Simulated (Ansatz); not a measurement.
# Sn3Se: a trigonal deformation path

One table from this session's results is given with a row withheld; the runs are named, their logs left out.

Computed with Ansatz 0.2.0 (DFT PBE, scalar-relativistic, plane waves, PAW, unless a step's input says otherwise).

## Starting point

The structure is cubic, space group Pm-3m (No. 221). The conventional cell has a = 4.753 Å, b = 4.753 Å, c = 4.753 Å, α = 90.00°, β = 90.00°, γ = 90.00°. Around Sn (site symmetry 4/mmm) lie 8 Sn at 3.36 Å and 4 Se at 3.36 Å. Around Se (site symmetry m-3m) lie 12 Sn at 3.36 Å.

Structure file:

```xyz
4
Lattice="4.7527 0.0000 0.0000 0.0000 4.7527 0.0000 0.0000 0.0000 4.7527" Properties=species:S:1:pos:R:3 pbc="T T T"
Sn    0.0000    2.3764    2.3764
Sn    2.3764    0.0000    2.3764
Sn    2.3764    2.3764    0.0000
Se    0.0000    0.0000    0.0000
```

It goes back to an entry of the Materials Project, which need not be the stable form.

It is the result of an earlier relaxation at this level (volume 26.84 Å³/atom; gap on the mesh: none (metal)).

Set-up of the first run:

File input.yaml:

```yaml
crystal:
  lattice:
    - [4.7527271798, 0.0, 0.0]
    - [0.0, 4.7527271798, 0.0]
    - [0.0, 0.0, 4.7527271798]
  atoms:
    - { symbol: Sn, position: [0.0, 0.5, 0.5] }
    - { symbol: Sn, position: [0.5, 0.0, 0.5] }
    - { symbol: Sn, position: [0.5, 0.5, 0.0] }
    - { symbol: Se, position: [0.0, 0.0, 0.0] }
basis:
  ecutwfc: 420
kpoints:
  mp_grid: { grid: [12, 12, 12] }
hamiltonian:
  xc: pbe
scf:
  occupations: { method: gaussian, width: 0.15 }
output:
  forces: true
  stress: true
  eigenvalues: true
```

On the command line:

```console
$ ansatz run input.yaml --threads 1 --pin off --max-ram 2560MiB --backend cpu --events-out ev --progress --plain --runs-dir out
```

Among the steps run: The reference: the undisturbed cell on the scan's mesh; At ρ = 0.500; At ρ = 2.000; ρ = 0.710; Point ρ = 1.410; Point ρ = 0.600; ρ = 0.850; Point ρ = 1.200; ρ = 1.700; Point ρ = 0.930.

One of the session's tables, all rows but one given; the rest of the session is left out.

It belongs to the step «The scan collected». Collected from the runs (energy zero: the undisturbed cell):

| ρ | ΔE (meV/atom) | pressure (GPa) |
| --- | --- | --- |
| 0.500 | -185.3 | 2.3 |
| 0.600 | -115.4 | 2.0 |
| 0.710 | ? | ? |
| 0.850 | 21.9 | 0.8 |
| 0.930 | 2.7 | 0.1 |
| 1.000 | 0.0 | -0.1 |
| 1.200 | 46.2 | 1.3 |
| 1.410 | 194.6 | 6.0 |
| 1.700 | 608.8 | 17.0 |
| 2.000 | 1288.7 | 31.7 |

Q: Estimate the row for ρ = 0.710 from the others.

Worked estimate for «ΔE (meV/atom)». A straight line through the neighbours (0.600, -115.4) and (0.850, 21.9) gives -115.4 + (21.9 + 115.4) × (0.710 − 0.600) / (0.850 − 0.600) = -55.0; a parabola fitted to 4 rows on both sides gives -35.4.

**Answer.** ΔE (meV/atom): 12.2; pressure (GPa): 1.7. In «ΔE (meV/atom)» the line misses by -67.2 and the parabola by -47.6. Between these rows the values bend or scatter more than so simple an estimate can follow.
